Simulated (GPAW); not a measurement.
Crystal: SiF.

```
CELL_PARAMETERS angstrom
3.02860 0.00000 0.00000
0.00000 3.02860 0.00000
0.00000 0.00000 3.02860
ATOMIC_POSITIONS crystal
Si 0.50000 0.50000 0.50000
F 0.00000 0.00000 0.00000
```

The cell was built by a generator and needn't be a form met in nature.

Base run:

```yaml
Program: GPAW 26.7.0
Functional: RPBE
Potentials_or_basis: the program's PAW data sets (release 1.2.1) made for this functional
Cutoff: 800 eV
Basis: pw
k_mesh: 9 × 9 × 9
Occupations: fermi-dirac, width 0.05 eV
Spin: no spin polarisation
```

Its results: pressure 1.7 GPa.

Problem. After a change of settings the same cell gave: pressure -6.8 GPa. Which change was it?
A. functional from RPBE to LDA
B. functional from RPBE to SCAN; potentials or basis from the program's PAW data sets (release 1.2.1) made for this functional to GPAW PAW data sets (gpaw-data 1.2.1)
C. functional from RPBE to PW91; potentials or basis from the program's PAW data sets (release 1.2.1) made for this functional to PAW data sets generated in the run's folder for this functional
D. functional from RPBE to PBEsol; potentials or basis from the program's PAW data sets (release 1.2.1) made for this functional to PAW data sets generated in the run's folder for this functional

Solution. A.

LDA binds more tightly than RPBE, so the same cell stands under less pressure.

Caveats: an odd number of electrons without spin polarisation forces a metal; a magnetic or distorted state may lie lower.

Runs at the PBE level aren't shown here.
